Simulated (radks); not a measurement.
# Ar¹³⁺ in [He] 2s2 2p1: an all-electron calculation

An exercise on one series of results from a longer session: the logs are not shown, and one member is left open.

Program: radks (a radial shooting solver on a logarithmic mesh, Libxc functionals) version 1. Level of theory: Dirac Kohn-Sham, PBE, spin-unpolarised, spherical densities, point nucleus; open shells fill j = l - 1/2 first. These are calculated values, not measurements, unless marked.

## Starting point

* element: argon (Z = 18)
* charge: +13
* electrons: 5
* configuration: [He] 2s2 2p1

Set-up of the first run:

Input:

```text
Z 18
configuration [He] 2s2 2p1 3s0 3p0 3d0
relativity Dirac
functional pbe,pbe
spin unpolarised
j_filling energy
nucleus point
c 137.035999084
```

Command:

```
> python run_ks.py task.json out
```

All runs below come from this command, one after another.

One table of the session follows, with a row left open; its other results are not shown here.

It belongs to the step «Orbitals and density». From the orbitals of this run (lengths in bohr):

| level | <r> | outermost maximum (interpolated) | 90 % within | nodes |
| --- | --- | --- | --- | --- |
| 1s1/2 | 0.08522 | 0.0560 | 0.152 | 0 |
| 2s1/2 | 0.3687 | 0.315 | 0.565 | 1 |
| 2p1/2 | 0.3192 | 0.252 | 0.516 | 0 |
| 2p3/2 | 0.3209 | 0.253 | 0.518 | 0 |
| 3s1/2 | 0.8804 | 0.838 | 1.27 | 2 |
| 3p1/2 | 0.8459 | 0.801 | 1.25 | 1 |
| 3p3/2 | 0.8485 | 0.803 | 1.25 | 1 |
| 3d3/2 | ? | ? | ? | ? |
| 3d5/2 | 0.7377 | 0.630 | 1.12 | 0 |

Q: Estimate the row for 3d3/2 from the others.

As computed: <r>: 0.7369; outermost maximum (interpolated): 0.629; 90 % within: 1.12; nodes: 0. In the column «<r>» it lies between 2s1/2 (0.3687) and 3d5/2 (0.7377).

To keep in mind: Spin polarisation and multiplet splitting are left out.
